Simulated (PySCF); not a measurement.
# C4H12N2Sn (Sn(NMe2)2): the cost of one run

Programs: PySCF 2.14.0, with routines of our own; each step states its level. All values are computed. Atoms count from 0.

## 1. The system as given

19 atoms, charge 0, multiplicity 1; geometry from: GFN2-xTB.

## 2. Relaxing the molecule at PBE0-D3(BJ)/def2-SVP

Job settings and geometry (Å):

```
{"job": {"xc": "PBE0", "basis": "def2-SVP", "d3": "d3bj", "grid": 1, "maxiter": 30, "shake": 0.03, "kind": "geom"}, "charge": 0, "multiplicity": 1}
Sn     0.077970    -0.186580    -1.655710
N      1.608650    -0.031420    -0.371330
C      1.649520    -0.298710     1.022760
C      3.016670     0.393340    -0.890280
H      2.512710    -1.021010     1.217930
H      0.765820    -0.716250     1.384560
H      1.940900     0.612290     1.626860
H      2.902410     0.564260    -1.972520
H      3.245590     1.335110    -0.353720
H      3.665450    -0.388180    -0.653930
N     -1.643220    -0.044150    -0.368600
C     -2.882780    -0.493580    -0.860690
C     -1.814010     0.449110     0.940820
H     -3.303650    -1.346180    -0.277840
H     -2.830870    -0.834740    -1.924350
H     -3.654580     0.337850    -0.785270
H     -0.793130     0.920640     1.270770
H     -2.562550     1.173610     1.075770
H     -1.963690    -0.431970     1.659370
```

The run is started by

```sh
OMP_NUM_THREADS=1 python heavy_run.py task.json out
```

This one command runs all jobs of the session in turn.

**Question.** How long does this first job take on 1 thread of AMD EPYC 7B13, shared host, and how much memory does it need?

About 2.6 min, with a peak of 0.69 GiB.
